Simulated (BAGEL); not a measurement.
**C4H3B (SMILES C#CBC#C) at B3LYP/6-31G(d) (density fitting with qzvpp-jkfit, spherical functions)**

Aim: the energy change on altering one bond length of C4H3B at B3LYP/6-31G* (density fitting with qzvpp-jkfit, spherical functions), from 2 runs. 

The calculation is run with BAGEL 1.2.2.

2 further runs of the same task are left out: 2 that didn't finish.

## Step 1: The molecule

C4H3B: 8 atoms, total charge 0, spin state singlet. SMILES: `C#CBC#C`. The coordinates come from a GFN2-xTB relaxation.

Bond lengths: C1–C2 1.206 Å, C2–B3 1.504 Å, B3–C4 1.505 Å, C4–C5 1.206 Å, C1–H6 1.052 Å, B3–H7 1.172 Å, C5–H8 1.052 Å. Angles: C1–C2–B3 179.7°, C2–B3–C4 118.9°, B3–C4–C5 179.9°, C2–C1–H6 179.8°, C2–B3–H7 120.6°, C4–B3–H7 120.5°, C4–C5–H8 179.9°.

## Step 2: A single-point energy at B3LYP/6-31G(d) (density fitting with qzvpp-jkfit, spherical functions)

File input.json:

```json
{ "bagel": [

{
  "title": "molecule",
  "basis": "6-31gs.json",
  "df_basis": "qzvpp-jkfit",
  "angstrom": true,
  "geometry": [
    { "atom": "C", "xyz": [    0.041030,    1.945390,    1.388390 ] },
    { "atom": "C", "xyz": [    0.393200,    0.985860,    0.748600 ] },
    { "atom": "B", "xyz": [    0.837240,   -0.212670,   -0.044780 ] },
    { "atom": "C", "xyz": [   -0.199060,   -1.034970,   -0.761400 ] },
    { "atom": "C", "xyz": [   -1.028900,   -1.694440,   -1.336390 ] },
    { "atom": "H", "xyz": [   -0.263480,    2.783230,    1.947260 ] },
    { "atom": "H", "xyz": [    1.971960,   -0.502160,   -0.102500 ] },
    { "atom": "H", "xyz": [   -1.751990,   -2.270240,   -1.839170 ] }
  ]
},
{ "title": "ks", "xc_func": "b3lyp" },
{ "title": "print", "file": "orbitals.molden", "orbitals": true }

]}
```

The basis set 6-31G* is read from a file made from the Basis Set Exchange's data (not shown).

Command:

```bash
$ BAGEL_NUM_THREADS=1 BAGEL input.json > input.out
```

What it wrote:

```text
* using 1 threads per process

  ===============================================================
  ===============================================================

  *** Geometry ***

  { "atom" : "C", "xyz" : [      0.077535,      3.676254,      2.623677 ] },
  { "atom" : "C", "xyz" : [      0.743040,      1.863005,      1.414649 ] },
  { "atom" : "B", "xyz" : [      1.582154,     -0.401888,     -0.084622 ] },
  { "atom" : "C", "xyz" : [     -0.376169,     -1.955810,     -1.438837 ] },
  { "atom" : "C", "xyz" : [     -1.944339,     -3.202028,     -2.525411 ] },
  { "atom" : "H", "xyz" : [     -0.497905,      5.259542,      3.679788 ] },
  { "atom" : "H", "xyz" : [      3.726464,     -0.948945,     -0.193697 ] },
  { "atom" : "H", "xyz" : [     -3.310781,     -4.290132,     -3.475528 ] },

  Number of auxiliary basis functions:      429

  Since a DF basis is specified, we compute 2- and 3-index integrals:
    o Being stored without compression. Storage requirement is 0.020 GB

  Number of basis functions:       76
  Number of electrons      :       32

    * METHOD: MOLECULE                             0.15

  *** Kohn-Sham DFT ***

    * Removing 12965 points whose weight is below 1.00e-10
    * Grid points: 106283

  === Nuclear Repulsion ===
   106.0738963679

       - DIIS with orbital gradients will be used.

  === KS iteration (b3lyp / 6-31gs.json) ===
      0       -150.26544498          0.12547093           0.22
      1       -153.54512408          0.15650707           0.21
      2       -152.26108453          0.16343497           0.21
      3       -177.19770781          0.07258446           0.21
      4       -178.83576053          0.01580156           0.21
      5       -178.80355393          0.02021126           0.21
      6       -178.83025171          0.01841742           0.21
      7       -178.92396557          0.00794585           0.21
      8       -178.94338575          0.00194111           0.21
      9       -178.94410398          0.00145822           0.21
     10       -178.94480973          0.00028609           0.21
     11       -178.94484162          0.00006533           0.21
     12       -178.94484305          0.00001388           0.21
     13       -178.94484283          0.00002917           0.21
     14       -178.94484311          0.00000206           0.21
     15       -178.94484311          0.00000064           0.21
     16       -178.94484311          0.00000047           0.21
     17       -178.94484311          0.00000010           0.21
     18       -178.94484311          0.00000002           0.21
     19       -178.94484311          0.00000001           0.21
    * SCF iteration converged.

    * Permanent dipole moment:
           (    0.394143,    -0.100985,    -0.021497) a.u.

    * METHOD: KS                                   4.66

    * METHOD: PRINT                                0.01

  ===============================================================
```

Run time: 5.1 s. Hardware: 1 thread of Arm Neoverse V2, shared host; peak memory 0.37 GiB.

## Step 3: The distorted shape at the same level

File input.json:

```json
{ "bagel": [

{
  "title": "molecule",
  "basis": "6-31gs.json",
  "df_basis": "qzvpp-jkfit",
  "angstrom": true,
  "geometry": [
    { "atom": "C", "xyz": [    0.193274,    1.526500,    1.108975 ] },
    { "atom": "C", "xyz": [    0.545444,    0.566970,    0.469185 ] },
    { "atom": "B", "xyz": [    0.989484,   -0.631560,   -0.324195 ] },
    { "atom": "C", "xyz": [   -0.046816,   -1.453860,   -1.040815 ] },
    { "atom": "C", "xyz": [   -0.876656,   -2.113330,   -1.615805 ] },
    { "atom": "H", "xyz": [   -0.263480,    2.783230,    1.947260 ] },
    { "atom": "H", "xyz": [    2.124204,   -0.921050,   -0.381915 ] },
    { "atom": "H", "xyz": [   -1.599746,   -2.689130,   -2.118585 ] }
  ]
},
{
  "title": "ks",
  "xc_func": "b3lyp"
},
{
  "title": "print",
  "file": "orbitals.molden",
  "orbitals": true
}

]}
```

The basis set 6-31G* is read from a file made from the Basis Set Exchange's data (not shown).

Command:

```bash
$ BAGEL_NUM_THREADS=1 BAGEL input.json > input.out
```

What it wrote:

```text
* using 1 threads per process

  ===============================================================
  ===============================================================

  *** Geometry ***

  { "atom" : "C", "xyz" : [      0.365235,      2.884667,      2.095659 ] },
  { "atom" : "C", "xyz" : [      1.030740,      1.071418,      0.886631 ] },
  { "atom" : "B", "xyz" : [      1.869854,     -1.193475,     -0.612640 ] },
  { "atom" : "C", "xyz" : [     -0.088469,     -2.747397,     -1.966855 ] },
  { "atom" : "C", "xyz" : [     -1.656640,     -3.993615,     -3.053429 ] },
  { "atom" : "H", "xyz" : [     -0.497905,      5.259542,      3.679788 ] },
  { "atom" : "H", "xyz" : [      4.014164,     -1.740532,     -0.721715 ] },
  { "atom" : "H", "xyz" : [     -3.023082,     -5.081719,     -4.003545 ] },

  Number of auxiliary basis functions:      429

  Since a DF basis is specified, we compute 2- and 3-index integrals:
    o Being stored without compression. Storage requirement is 0.020 GB

  Number of basis functions:       76
  Number of electrons      :       32

    * METHOD: MOLECULE                             0.15

  *** Kohn-Sham DFT ***

    * Removing 12481 points whose weight is below 1.00e-10
    * Grid points: 106767

  === Nuclear Repulsion ===
   104.5873894840

       - DIIS with orbital gradients will be used.

  === KS iteration (b3lyp / 6-31gs.json) ===
      0       -150.32911900          0.12597313           0.23
      1       -154.42476976          0.15215752           0.21
      2       -152.09920209          0.16793936           0.21
      3       -177.51447389          0.06311975           0.21
      4       -178.57930128          0.02744333           0.21
      5       -178.79643529          0.01346556           0.21
      6       -178.83462907          0.00869145           0.21
      7       -178.86020672          0.00148682           0.21
      8       -178.86077162          0.00076383           0.21
      9       -178.86095827          0.00015041           0.21
     10       -178.86096638          0.00005006           0.21
     11       -178.86096740          0.00000666           0.21
     12       -178.86096742          0.00000208           0.21
     13       -178.86096742          0.00000091           0.21
     14       -178.86096742          0.00000084           0.21
     15       -178.86096742          0.00000027           0.21
     16       -178.86096742          0.00000008           0.21
     17       -178.86096742          0.00000006           0.21
     18       -178.86096742          0.00000002           0.21
     19       -178.86096742          0.00000000           0.21
    * SCF iteration converged.

    * Permanent dipole moment:
           (    0.439969,    -0.245065,    -0.118403) a.u.

    * METHOD: KS                                   4.71

    * METHOD: PRINT                                0.01

  ===============================================================
```

It took 5.1 s on 1 thread of Arm Neoverse V2, shared host; peak memory 0.37 GiB.

## Step 4: Outcome

At B3LYP/6-31G* (density fitting with qzvpp-jkfit, spherical functions):

```
                                                         quantity          value
                                        first shape: total energy  -178.94484 Eh
                                       first shape: dipole moment         1.04 D
                                         first shape: HOMO energy       -7.59 eV
                                         first shape: LUMO energy       -2.42 eV
                                       first shape: HOMO–LUMO gap        5.17 eV
                                    distorted shape: total energy  -178.86097 Eh
                                   distorted shape: dipole moment         1.31 D
                                     distorted shape: HOMO energy       -7.54 eV
                                     distorted shape: LUMO energy       -2.35 eV
                                   distorted shape: HOMO–LUMO gap        5.19 eV
energy change with the C1–H6 bond stretched from 1.052 to 1.578 Å       2.282 eV
```

In words: With the C1–H6 bond stretched from 1.052 to 1.578 Å the energy rises by 2.28 eV (53 kcal/mol). The first shape isn't relaxed at this level, so the change isn't measured from a minimum.
